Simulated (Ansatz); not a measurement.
# BF2HS (SMILES FB(F)S): a relaxed scan of the bond length B2–S4

An exercise on one series of results from a longer session: the logs are not shown, and one member is left open.

Method: single points in def2-TZVPP; program: Ansatz 0.2.0, Gaussian basis.

Levels: PBE-D4, r2SCAN-D4, PBE0-D4, B3LYP-D4, wB97M-V, Hartree-Fock, MP2, CCSD, CCSD(T). The scan takes 1.584, 1.647, 1.739, 1.846, 1.964, 2.092, 2.228, 2.371, 2.520 Å.

Correlated methods freeze the cores. B3LYP uses VWN-RPA correlation.

42 further runs of the same task are left out: 42 set aside as unsound or not needed.

**The starting structure**

The minimum, relaxed at PBE0-D4: SMILES `FB(F)S`, 5 atoms, charge 0, spin multiplicity 1.

Atoms are counted from 1 here; the program's logs count them from 0.

Bond lengths: F1–B2 1.318 Å, B2–F3 1.319 Å, B2–S4 1.800 Å, S4–H5 1.342 Å. Angles: F1–B2–F3 118.2°, F1–B2–S4 119.2°, F3–B2–S4 122.6°, B2–S4–H5 94.6°.

Geometry (Å):

| atom | x (Å) | y (Å) | z (Å) |
| --- | --- | --- | --- |
| F1 | 0.43377 | -1.75807 | 0.08913 |
| B2 | 0.06402 | -0.49978 | 0.21768 |
| F3 | -0.41310 | -0.10515 | 1.38235 |
| S4 | 0.22645 | 0.61039 | -1.19027 |
| H5 | -0.26133 | 1.67891 | -0.54030 |

Energies of the minimum (eV), from earlier single points: PBE-D4 -16958.01429, r2SCAN-D4 -16965.50362, PBE0-D4 -16959.00845, B3LYP-D4 -16969.58043, wB97M-V -16966.75115, CCSD(T) -16946.12320.

At the minimum the bond length B2–S4 is 1.800 Å.

The first run:

relax/in.yaml

```yaml
crystal:
  periodic: [false, false, false]
  atoms:
    - {symbol: F, position_ang: [0.433765, -1.758072, 0.089134]}
    - {symbol: B, position_ang: [0.064015, -0.499780, 0.217682]}
    - {symbol: F, position_ang: [-0.413103, -0.105149, 1.382352]}
    - {symbol: S, position_ang: [0.206931, 0.476987, -1.021091]}
    - {symbol: H, position_ang: [-0.280844, 1.545516, -0.371115]}
basis:
  gaussian: {orbitals: def2-TZVP}
hamiltonian: {xc: pbe0, dispersion: d4}
relax: {f_tol: 0.005, max_steps: 200, constraints: [{distance: [1, 3]}]}
```

The command line of these runs was not kept.

Steps of the session up to this table: B2–S4 = 1.584 Å; B2–S4 = 1.647 Å; B2–S4 = 1.739 Å; B2–S4 = 1.846 Å; B2–S4 = 1.964 Å; B2–S4 = 2.092 Å; B2–S4 = 2.228 Å; B2–S4 = 2.371 Å; B2–S4 = 2.520 Å.

One of the session's tables, all rows but one given; the rest of the session is left out.

It belongs to the step «The curves». Energies less that of the minimum at the same level (eV):

```
bond length (Å)  PBE-D4  PBE0-D4  B3LYP-D4  wB97M-V  Hartree-Fock
          1.584   0.744    0.719     0.736    0.729         0.821
          1.647   0.346    0.325     0.339    0.331         0.385
          1.739       ?        ?         ?        ?             ?
1.800 (minimum)   0.000    0.000     0.000    0.000         0.000
          1.846   0.012    0.021     0.015    0.019         0.013
          1.964   0.188    0.225     0.200    0.222         0.212
          2.092   0.526    0.600     0.549    0.596         0.602
          2.228   0.965    1.080     1.000    1.081         1.116
          2.371   1.455    1.616     1.505    1.624         1.698
          2.520   1.958    2.168     2.025    2.187         2.308
```

Q: Estimate the row for bond length (Å) = 1.739 from the others.

The run gave: PBE-D4: 0.055; PBE0-D4: 0.045; B3LYP-D4: 0.052; wB97M-V: 0.047; Hartree-Fock: 0.062.
